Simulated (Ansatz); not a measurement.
# C2H4SeTe: the cost of one run

Program: Ansatz 0.2.0, driven from Python. Level of theory: Hartree-Fock/def2-SVP. These are calculated values, not measurements.

## Step 1: The system

Bond lengths: C1–Se2 1.894 Å, Se2–C3 1.952 Å, C1–Te4 2.086 Å, C3–Te4 2.053 Å, C1–H5 1.140 Å, C1–H6 1.167 Å, C3–H7 1.151 Å, C3–H8 1.087 Å. Angles: C1–Se2–C3 80.6°, Se2–C1–Te4 103.2°, Se2–C1–H5 113.4°, Se2–C1–H6 111.5°, Te4–C1–H5 110.2°, Te4–C1–H6 112.7°, H5–C1–H6 106.0°, Se2–C3–Te4 102.3°, Se2–C3–H7 108.4°, Se2–C3–H8 109.4°, Te4–C3–H7 111.7°, Te4–C3–H8 116.4°, H7–C3–H8 108.3°, C1–Te4–C3 73.9°.

The script holds or builds the structure itself.

## Step 2: The code

The input, scan_c2h4sete.py:

```python
"""Potential curve of C2H4SeTe along one bond."""

import ansatz as az
import matplotlib.pyplot as plt
import numpy as np

system = (
    az.Crystal.molecule()
    .atom("C", (-0.5146, 1.0595, -0.3234))
    .atom("Se", (0.8606, 0.7307, 0.9366))
    .atom("C", (0.535, -1.0983, 0.336))
    .atom("Te", (-0.9284, -0.8396, -1.0807))
    .atom("H", (-0.1991, 1.7589, -1.1664))
    .atom("H", (-1.4437, 1.5572, 0.1779))
    .atom("H", (1.5065, -1.5079, -0.1266))
    .atom("H", (0.2759, -1.7176, 1.1908))
)

symbols = [site.symbol for site in system.cartesian_sites]
start = np.array([site.position_ang for site in system.cartesian_sites])
axis = (start[4] - start[0]) / np.linalg.norm(start[4] - start[0])
moving = [4]
lengths, energies = [1.003, 1.049, 1.094, 1.14, 1.185, 1.231, 1.277, 1.345], []
for length in lengths:
    xyz = start.copy()
    xyz[moving] += (length - np.linalg.norm(start[4] - start[0])) * axis
    point = az.Crystal.molecule()
    for symbol, xyz in zip(symbols, xyz):
        point = point.atom(symbol, xyz.tolist())
    base = (
        point.calculation()
        .basis(gaussian="def2-SVP")
        .functional("hf")
    )
    data = base.run(threads=1, pin="off").report
    energies.append(data["free_energy_ev"])
    print(f"r = {length:6.3f} A  E = {energies[-1]:.5f} eV  <S^2> = {abs(data['mean_field']['state']['spin_squared']):.3f}")

# quartic fit about the minimum
fit = np.polynomial.Polynomial.fit(lengths, np.array(energies) - min(energies), 4).convert()
roots = [r.real for r in fit.deriv().roots() if abs(r.imag) < 1e-9 and fit.deriv(2)(r.real) > 0]
r_e = min(roots, key=lambda r: abs(r - lengths[int(np.argmin(energies))]))
print(f"minimum of the fit at {r_e:.4f} A, force constant {fit.deriv(2)(r_e):.2f} eV/A^2")
plt.figure(figsize=(4.5, 3))
plt.plot(lengths, np.array(energies) - min(energies), "o-")
plt.xlabel("bond length (A)")
plt.ylabel("E - E(min) (eV)")
plt.tight_layout()
plt.savefig("scan.png", dpi=100)
```

## Step 3: The input behind the calls

The package turns the script's settings into the engine's input (first run):

```yaml
crystal:
  periodic: [false, false, false]
  atoms:
    - { symbol: C, position_ang: [-0.5146, 1.0595, -0.3234] }
    - { symbol: Se, position_ang: [0.8606, 0.7307, 0.9366] }
    - { symbol: C, position_ang: [0.535, -1.0983, 0.336] }
    - { symbol: Te, position_ang: [-0.9284, -0.8396, -1.0807] }
    - { symbol: H, position_ang: [-0.23698860631528493, 1.6749085855565442, -1.0651635653762752] }
    - { symbol: H, position_ang: [-1.4437, 1.5572, 0.1779] }
    - { symbol: H, position_ang: [1.5065, -1.5079, -0.1266] }
    - { symbol: H, position_ang: [0.2759, -1.7176, 1.1908] }
basis:
  gaussian:
    orbitals: def2-SVP
hamiltonian:
  xc: hf
```

## Step 4: The run

Command:

```console
$ python scan_c2h4sete.py
```

**Question.** How long does this script take on 1 thread of Arm Neoverse V1, shared host, and how much memory does it need?

About 20 s, with a peak of 0.33 GiB.
